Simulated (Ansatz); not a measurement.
# Si2Ge4H12: a ladder of functionals and wavefunction methods

One table from this session's results is given with a row withheld; the runs are named, their logs left out.

Program: Ansatz 0.2.0, Gaussian basis. Level of theory: functionals in def2-TZVPP, the program's frozen cores in correlated methods. These are calculated values, not measurements.

Levels to be run: LDA (SPW92), PBE-D4, revPBE-D4, BLYP-D4, r2SCAN-D4, B97M-V, PBE0-D4, B3LYP-D4, r2SCANh-D4, r2SCAN0-D4, HSE06-D4, BHLYP-D4, CAM-B3LYP-D4, LC-ωPBE, ωB97X-V, ωB97M-V, B2PLYP, PBE-QIDH; CCSD(T)/def2-SVP; CCSD(T)/def2-TZVPP; MP2/def2-QZVPP; extrapolation to the limit; RPA on PBE.

**The relaxed structure**

The geometry comes from an earlier relaxation with PBE0-D4 in a triple-zeta def2 set; it is a stationary point, not always the lowest conformer.

SMILES `[SiH2]1[GeH2][SiH2][GeH2][GeH2][GeH2]1`, 18 atoms, charge 0, spin multiplicity 1.

Atoms are counted from 1 here; the program's logs count them from 0.

Bond lengths: Si1–Ge2 2.386 Å, Si1–Ge6 2.379 Å, Si1–H7 1.490 Å, Si1–H8 1.489 Å, Ge2–Si3 2.386 Å, Ge2–H9 1.541 Å, Ge2–H10 1.541 Å, Si3–Ge4 2.379 Å, Si3–H11 1.489 Å, Si3–H12 1.490 Å, Ge4–Ge5 2.433 Å, Ge4–H13 1.541 Å, Ge4–H14 1.540 Å, Ge5–Ge6 2.433 Å, Ge5–H15 1.540 Å, Ge5–H16 1.540 Å, Ge6–H17 1.541 Å, Ge6–H18 1.540 Å. Angles: Ge2–Si1–Ge6 108.8°, Ge2–Si1–H7 108.7°, Ge2–Si1–H8 110.6°, Ge6–Si1–H7 108.1°, Ge6–Si1–H8 112.1°, H7–Si1–H8 108.3°, Si1–Ge2–Si3 110.7°, Si1–Ge2–H9 109.5°, Si1–Ge2–H10 109.6°, Si3–Ge2–H9 109.6°, Si3–Ge2–H10 109.5°, H9–Ge2–H10 107.8°, Ge2–Si3–Ge4 108.8°, Ge2–Si3–H11 110.6°, Ge2–Si3–H12 108.7°, Ge4–Si3–H11 112.1°, Ge4–Si3–H12 108.1°, H11–Si3–H12 108.3° and more.

Coordinates:

```
Si    0.5203    2.1066    0.3592
Ge    2.2236    0.4546    0.6110
Si    1.3591   -1.7226    0.1566
Ge   -0.2846   -1.5548   -1.5551
Ge   -2.2426   -0.4587   -0.6156
Ge   -1.5588    1.1783    1.0488
H     0.4117    2.4664   -1.0824
H     0.8667    3.3365    1.1235
H     2.7784    0.5022    2.0478
H     3.3864    0.7582   -0.3533
H     2.4588   -2.6563   -0.2113
H     0.6966   -2.2409    1.3861
H     0.2663   -0.6898   -2.7056
H    -0.6649   -2.9298   -2.1355
H    -3.0363    0.2454   -1.7323
H    -3.1602   -1.5132    0.0313
H    -1.3728    0.4648    2.4021
H    -2.6477    2.2531    1.2247
```

The first run:

File in.yaml:

```yaml
crystal:
  periodic: [false, false, false]
  atoms:
    - {symbol: Si, position_ang: [0.520320, 2.106617, 0.359153]}
    - {symbol: Ge, position_ang: [2.223564, 0.454566, 0.611031]}
    - {symbol: Si, position_ang: [1.359056, -1.722578, 0.156581]}
    - {symbol: Ge, position_ang: [-0.284630, -1.554816, -1.555143]}
    - {symbol: Ge, position_ang: [-2.242588, -0.458712, -0.615643]}
    - {symbol: Ge, position_ang: [-1.558756, 1.178322, 1.048766]}
    - {symbol: H, position_ang: [0.411737, 2.466372, -1.082401]}
    - {symbol: H, position_ang: [0.866714, 3.336457, 1.123464]}
    - {symbol: H, position_ang: [2.778402, 0.502185, 2.047797]}
    - {symbol: H, position_ang: [3.386448, 0.758231, -0.353282]}
    - {symbol: H, position_ang: [2.458831, -2.656310, -0.211258]}
    - {symbol: H, position_ang: [0.696567, -2.240888, 1.386110]}
    - {symbol: H, position_ang: [0.266270, -0.689766, -2.705588]}
    - {symbol: H, position_ang: [-0.664913, -2.929787, -2.135502]}
    - {symbol: H, position_ang: [-3.036303, 0.245414, -1.732259]}
    - {symbol: H, position_ang: [-3.160230, -1.513222, 0.031309]}
    - {symbol: H, position_ang: [-1.372761, 0.464798, 2.402132]}
    - {symbol: H, position_ang: [-2.647728, 2.253107, 1.224734]}
basis:
  gaussian: {orbitals: def2-TZVPP}
hamiltonian: {xc: lda}
output: {orbitals: {seedname: orbitals}}
```

Steps of the session up to this table: LDA; PBE-D4 (GGA); revPBE-D4 (GGA); BLYP-D4 (GGA); r2SCAN-D4 (meta-GGA); B97M-V (meta-GGA); PBE0-D4 (hybrid); B3LYP-D4 (hybrid); r2SCANh-D4 (hybrid); r2SCAN0-D4 (hybrid); HSE06-D4 (hybrid); BHLYP-D4 (hybrid); CAM-B3LYP-D4 (range-separated); LC-ωPBE-D4 (range-separated; the results give it without D4); ωB97X-V (range-separated); ωB97M-V (range-separated); B2PLYP (double hybrid); PBE-QIDH (double hybrid).

One table of the session follows, with a row left open; its other results are not shown here.

It belongs to the step «Frontier levels by functional». 

| functional | HOMO (eV) | gap (eV) |
| --- | --- | --- |
| LDA (SPW92) | ? | ? |
| PBE-D4 | -6.57 | 5.28 |
| revPBE-D4 | -6.53 | 5.33 |
| BLYP-D4 | -6.42 | 5.28 |
| r2SCAN-D4 | -6.82 | 5.72 |
| B97M-V | -6.95 | 5.68 |
| PBE0-D4 | -7.57 | 7.04 |
| B3LYP-D4 | -7.38 | 6.69 |
| r2SCANh-D4 | -7.18 | 6.35 |
| r2SCAN0-D4 | -7.73 | 7.29 |
| HSE06-D4 | -7.19 | 6.30 |
| BHLYP-D4 | -8.47 | 8.83 |
| CAM-B3LYP-D4 | -8.74 | 9.24 |
| LC-ωPBE | -9.98 | 11.51 |
| ωB97X-V | -9.69 | 11.11 |
| ωB97M-V | -9.49 | 10.65 |

Estimate the missing values for LDA (SPW92).

As computed: HOMO (eV): -6.65; gap (eV): 5.17. In the column «HOMO (eV)» it lies between r2SCAN-D4 (-6.82) and PBE-D4 (-6.57).
